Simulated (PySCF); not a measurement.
# One shape, several levels: InHClF (SMILES [F][InH][Cl])

Aim: a comparison of 3 runs (HF/def2-SVP, B3LYP/def2-TZVP, CCSD/3-21G) of InHClF. The job is set up through a Python script.

The calculation is run with PySCF 2.14.0.

## 1. Starting point

InHClF: 4 atoms, total charge 0, spin state singlet. As SMILES, `[F][InH][Cl]`. The coordinates come from a PBE0-D4/def2-TZVP relaxation.

Bond lengths: F1–In2 1.939 Å, In2–Cl3 2.305 Å, In2–H4 1.688 Å. Angles: F1–In2–Cl3 109.3°, F1–In2–H4 121.8°, Cl3–In2–H4 128.9°.

## 2. Energy and forces at HF/def2-SVP (core potential) (run 1)

Contents of calc.py:

```python
import pyscf.grad
from pyscf import gto, scf

mol = gto.M(
    atom='''
F     -2.965358    -0.359993     1.866671
In    -0.039873     0.246231    -0.256247
Cl     3.157921    -2.481399     0.884770
H     -0.047810     2.480832    -2.533556
''',
    verbose=4,
    unit='bohr',
    spin=0,
    max_memory=1860,
    ecp={'In': 'def2-svp'},
    basis='def2-svp',
)

hf = scf.RHF(mol)
hf.conv_tol = 1e-10
hf.kernel()
if not hf.converged:
    hf = hf.newton().run(hf.mo_coeff, hf.mo_occ)

energy = hf.e_tot
print('Final energy', energy)
grad = hf.Gradients().kernel()
hf.analyze()
```

Run with:

```sh
OMP_NUM_THREADS=1 python calc.py
```

Output:

```text
PySCF version 2.14.0

[INPUT] num. atoms = 4
[INPUT] num. electrons = 48
[INPUT] charge = 0
[INPUT] spin (= nelec alpha-beta = 2S) = 0
[INPUT] symmetry False subgroup None
[INPUT] Mole.unit = bohr
[INPUT] Symbol           X                Y                Z      unit          X                Y                Z       unit  Magmom
[INPUT]  1 F     -1.569199875819  -0.190500091691   0.987799753485 AA   -2.965358000000  -0.359993000000   1.866671000000 Bohr   0.0
[INPUT]  2 In    -0.021099882931   0.130299833822  -0.135600072767 AA   -0.039873000000   0.246231000000  -0.256247000000 Bohr   0.0
[INPUT]  3 Cl     1.671099827086  -1.313099802000   0.468200120906 AA    3.157921000000  -2.481399000000   0.884770000000 Bohr   0.0
[INPUT]  4 H     -0.025299962454   1.312799758521  -1.340700097790 AA   -0.047810000000   2.480832000000  -2.533556000000 Bohr   0.0

nuclear repulsion = 167.456057161709
number of shells = 27
number of NR pGTOs = 128
number of NR cGTOs = 63
basis = def2-svp
ecp = {'In': 'def2-svp'}

[... 41 lines left out ...]
converged SCF energy = -748.569360164274
[... 17 lines left out ...]
DFT Exchange-Correlation Energy =      -53.967429079211001
[... 8 lines left out ...]
MO #7   energy= -5.44191148000888  occ= 2
[... 6 lines left out ...]
MO #14  energy= -1.08714788074455  occ= 2
[... 6 lines left out ...]
MO #21  energy= -0.528371996930971 occ= 2
[... 6 lines left out ...]
MO #28  energy= 0.163096368313361  occ= 0
[... 6 lines left out ...]
MO #35  energy= 0.541827832523844  occ= 0
[... 6 lines left out ...]
MO #42  energy= 1.07648709237077   occ= 0
[... 6 lines left out ...]
MO #49  energy= 1.59688853771209   occ= 0
[... 6 lines left out ...]
MO #56  energy= 3.53197158627055   occ= 0
[... 6 lines left out ...]
MO #63  energy= 61.6300707047472   occ= 0
[... 31 lines left out ...]
pop of  1 In 7pz          0.01137
pop of  1 In 4dxy         1.76008
pop of  1 In 4dyz         1.77122
pop of  1 In 4dz^2        1.78960
pop of  1 In 4dxz         1.79115
pop of  1 In 4dx2-y2      1.99868
pop of  1 In 5dxy         0.14866
pop of  1 In 5dyz         0.20213
pop of  1 In 5dz^2        0.16309
pop of  1 In 5dxz         0.18092
pop of  1 In 5dx2-y2      0.00882
pop of  2 Cl 1s           2.00000
pop of  2 Cl 2s           1.99996
pop of  2 Cl 3s           1.96543
pop of  2 Cl 4s           0.01081
pop of  2 Cl 2px          1.99998
pop of  2 Cl 2py          1.99999
pop of  2 Cl 2pz          1.99999
pop of  2 Cl 3px          1.85944
pop of  2 Cl 3py          1.88614
pop of  2 Cl 3pz          1.95684
pop of  2 Cl 4px          0.00755
pop of  2 Cl 4py          0.00719
pop of  2 Cl 4pz          0.00582
pop of  2 Cl 3dxy         0.00729
pop of  2 Cl 3dyz         0.00301
pop of  2 Cl 3dz^2        0.00359
pop of  2 Cl 3dxz         0.00367
pop of  2 Cl 3dx2-y2      0.00599
pop of  3 H 1s            1.45313
pop of  3 H 2s            0.01016
pop of  3 H 2px           0.00638
pop of  3 H 2py           0.01717
pop of  3 H 2pz           0.01527
 ** Mulliken atomic charges  **
charge of    0F =     -0.84649
charge of    1In =      2.07130
charge of    2Cl =     -0.72271
charge of    3H =     -0.50210
Dipole moment(X, Y, Z, Debye):  0.72008,  2.08931, -2.50355
```

Run time: 9 s. Hardware: 1 thread of Intel Xeon at 2.50GHz (Skylake/Cascade Lake), shared host; peak memory 0.13 GiB.

## 3. Energy and gradient at B3LYP/def2-TZVP (core potential) (run 2)

Contents of input.py:

```python
import pyscf.grad
from pyscf import gto, dft

mol = gto.M(
    atom='F -1.569200 -0.190500 0.987800; In -0.021100 0.130300 -0.135600; Cl 1.671100 -1.313100 0.468200; H -0.025300 1.312800 -1.340700',
    spin=0,
    basis='def2-tzvp',
    ecp={'In': 'def2-svp'},
    max_memory=1860,
    verbose=4,
)

calc0 = dft.RKS(mol, xc='b3lyp')
calc0.conv_tol = 1e-10
calc0.grids.level = 5
calc0.kernel()
if not calc0.converged:
    calc0 = calc0.newton().run(calc0.mo_coeff, calc0.mo_occ)

e_final = calc0.e_tot
print('E(%s) = %.9f' % ('B3LYP', e_final))
grad = calc0.Gradients().kernel()
calc0.analyze()
```

Run with:

```sh
OMP_NUM_THREADS=1 python input.py
```

Output:

```text
PySCF version 2.14.0

[INPUT] num. atoms = 4
[INPUT] num. electrons = 48
[INPUT] charge = 0
[INPUT] spin (= nelec alpha-beta = 2S) = 0
[INPUT] symmetry False subgroup None
[INPUT] Mole.unit = angstrom
[INPUT] Symbol           X                Y                Z      unit          X                Y                Z       unit  Magmom
[INPUT]  1 F     -1.569200000000  -0.190500000000   0.987800000000 AA   -2.965358234667  -0.359992826730   1.866671465845 Bohr   0.0
[INPUT]  2 In    -0.021100000000   0.130300000000  -0.135600000000 AA   -0.039873221228   0.246231314031  -0.256246862491 Bohr   0.0
[INPUT]  3 Cl     1.671100000000  -1.313100000000   0.468200000000 AA    3.157921326761  -2.481399374166   0.884769771521 Bohr   0.0
[INPUT]  4 H     -0.025300000000   1.312800000000  -1.340700000000 AA   -0.047810070951   2.480832456329  -2.533555815204 Bohr   0.0

nuclear repulsion = 167.456036803854
number of shells = 44
number of NR pGTOs = 208
number of NR cGTOs = 124
basis = def2-tzvp
ecp = {'In': 'def2-svp'}

[... 82 lines left out ...]
MO #4   energy= -7.20724566603343  occ= 2
[... 11 lines left out ...]
MO #16  energy= -0.804426594124734 occ= 2
[... 11 lines left out ...]
MO #28  energy= 0.0464018553147905 occ= 0
[... 11 lines left out ...]
MO #40  energy= 0.359046356100775  occ= 0
[... 11 lines left out ...]
MO #52  energy= 0.668378524360791  occ= 0
[... 11 lines left out ...]
MO #64  energy= 1.07110245360942   occ= 0
[... 11 lines left out ...]
MO #76  energy= 2.01166904344428   occ= 0
[... 11 lines left out ...]
MO #88  energy= 2.2372850699171    occ= 0
[... 11 lines left out ...]
MO #100 energy= 3.32243138310213   occ= 0
[... 11 lines left out ...]
MO #112 energy= 8.4345518715693    occ= 0
[... 11 lines left out ...]
MO #124 energy= 123.960077609493   occ= 0
[... 92 lines left out ...]
pop of  2 Cl 3py          1.87504
pop of  2 Cl 3pz          1.96014
pop of  2 Cl 4px          0.00448
pop of  2 Cl 4py          0.00339
pop of  2 Cl 4pz          0.00250
pop of  2 Cl 5px          0.00161
pop of  2 Cl 5py          0.00142
pop of  2 Cl 5pz          0.00044
pop of  2 Cl 6px          0.00044
pop of  2 Cl 6py          0.00042
pop of  2 Cl 6pz          0.00044
pop of  2 Cl 3dxy         0.01375
pop of  2 Cl 3dyz         0.00399
pop of  2 Cl 3dz^2        0.00535
pop of  2 Cl 3dxz         0.00467
pop of  2 Cl 3dx2-y2      0.00765
pop of  2 Cl 4dxy         0.00439
pop of  2 Cl 4dyz         0.00162
pop of  2 Cl 4dz^2        0.00215
pop of  2 Cl 4dxz         0.00169
pop of  2 Cl 4dx2-y2      0.00375
pop of  2 Cl 4f-3         0.00177
pop of  2 Cl 4f-2         0.00128
pop of  2 Cl 4f-1         0.00104
pop of  2 Cl 4f+0         0.00064
pop of  2 Cl 4f+1         0.00141
pop of  2 Cl 4f+2         0.00051
pop of  2 Cl 4f+3         0.00250
pop of  3 H 1s            1.37274
pop of  3 H 2s            0.03180
pop of  3 H 3s            0.00600
pop of  3 H 2px           0.00289
pop of  3 H 2py           0.02758
pop of  3 H 2pz           0.02733
 ** Mulliken atomic charges  **
charge of    0F =     -0.83135
charge of    1In =      2.02383
charge of    2Cl =     -0.72413
charge of    3H =     -0.46835
Dipole moment(X, Y, Z, Debye):  0.60901,  1.89415, -2.24713
```

Run time: 90 s. Hardware: 1 thread of Intel Xeon at 2.50GHz (Skylake/Cascade Lake), shared host; peak memory 1.3 GiB.

## 4. The energy at CCSD/3-21G (run 3)

Contents of job.py:

```python
# [F][InH][Cl]
from pyscf import gto, scf, cc

mol = gto.M(
    atom='''
F     -1.569200    -0.190500     0.987800
In    -0.021100     0.130300    -0.135600
Cl     1.671100    -1.313100     0.468200
H     -0.025300     1.312800    -1.340700
''',
    verbose=3,
    max_memory=1860,
    basis='3-21g',
)

mf = scf.RHF(mol)
mf.conv_tol = 1e-10
mf.kernel()
if not mf.converged:
    mf = mf.newton().run(mf.mo_coeff, mf.mo_occ)

mycc = cc.CCSD(mf, frozen=24)
mycc.kernel()
etot = mycc.e_tot
print('E(%s) = %.9f' % ('CCSD', etot))
dip = mf.dip_moment()
pop, q = mf.mulliken_pop()
```

Run with:

```sh
OMP_NUM_THREADS=1 python job.py
```

Output:

```text
converged SCF energy = -6271.60244966956
E(CCSD) = -6271.816388928704  E_corr = -0.2139392591482995
E(CCSD) = -6271.816388929
Dipole moment(X, Y, Z, Debye): -0.35827,  2.66597, -2.53800
 ** Mulliken pop  **
pop of  0 F 1s            1.98427
pop of  0 F 2s            0.43700
pop of  0 F 3s            1.54335
pop of  0 F 2px           0.77986
pop of  0 F 2py           0.85249
pop of  0 F 2pz           0.81682
pop of  0 F 3px           1.00971
pop of  0 F 3py           1.07730
pop of  0 F 3pz           1.04583
pop of  1 In 1s           1.99991
pop of  1 In 2s           1.99984
pop of  1 In 3s           1.99698
pop of  1 In 4s           1.99730
pop of  1 In 5s           0.65811
pop of  1 In 6s           0.14959
pop of  1 In 2px          1.99952
pop of  1 In 2py          1.99954
pop of  1 In 2pz          1.99954
pop of  1 In 3px          1.99869
pop of  1 In 3py          1.99870
pop of  1 In 3pz          1.99872
pop of  1 In 4px          1.98009
pop of  1 In 4py          1.97925
pop of  1 In 4pz          1.98010
pop of  1 In 5px          0.28128
pop of  1 In 5py          0.30048
pop of  1 In 5pz          0.30067
pop of  1 In 6px          0.00467
pop of  1 In 6py          0.04863
pop of  1 In 6pz          0.05403
pop of  1 In 3dxy         1.99930
pop of  1 In 3dyz         1.99918
pop of  1 In 3dz^2        1.99975
pop of  1 In 3dxz         1.99922
pop of  1 In 3dx2-y2      1.99952
pop of  1 In 4dxy         1.99809
pop of  1 In 4dyz         1.99106
pop of  1 In 4dz^2        1.99928
pop of  1 In 4dxz         1.99675
pop of  1 In 4dx2-y2      1.99797
pop of  2 Cl 1s           1.99862
pop of  2 Cl 2s           1.95930
pop of  2 Cl 3s           1.10000
pop of  2 Cl 4s           0.94407
pop of  2 Cl 2px          1.96778
pop of  2 Cl 2py          1.96825
pop of  2 Cl 2pz          1.96990
pop of  2 Cl 3px          0.97681
pop of  2 Cl 3py          0.98550
pop of  2 Cl 3pz          1.03268
pop of  2 Cl 4px          0.85051
pop of  2 Cl 4py          0.87701
pop of  2 Cl 4pz          0.93034
pop of  3 H 1s            0.37710
pop of  3 H 2s            0.80975
 ** Mulliken atomic charges  **
charge of    0F =     -0.54664
charge of    1In =      1.29424
charge of    2Cl =     -0.56076
charge of    3H =     -0.18685
```

Run time: 3.9 s. Hardware: 1 thread of Intel Xeon at 2.50GHz (Skylake/Cascade Lake), shared host; peak memory 0.12 GiB.

## 5. Overview of the runs

```csv
run,level,integration grid,task,energy (Eh),dipole moment (D) of the reference,HOMO energy (eV),LUMO energy (eV),wall time
1,HF/def2-SVP (core potential),–,gradient,-748.569360,3.34,-12.26,0.82,9 s
2,B3LYP/def2-TZVP (core potential),5,gradient,-750.993885,3.00,-8.81,-2.16,90 s
3,CCSD/3-21G,–,energy,-6271.816389,3.70,-12.26,0.71,3.9 s
```

## 6. Results

```
                                           quantity           value
                                run 3: total energy  -6271.81639 Eh
        run 3: dipole moment (Hartree–Fock density)          3.70 D
         run 3: HOMO energy (Hartree–Fock orbitals)       -12.26 eV
         run 3: LUMO energy (Hartree–Fock orbitals)         0.71 eV
       run 3: HOMO–LUMO gap (Hartree–Fock orbitals)        12.97 eV
run 3: correlation energy (24 core orbitals frozen)      -213.9 mEh
                               run 3: T1 diagnostic           0.014
```

What this shows: Some runs of one species differ in core potentials or relativity; totals across that change don't compare. In run 3 relativity is left out where basis or elements ask for it. All runs together took 1.7 min, the longest 90 s.
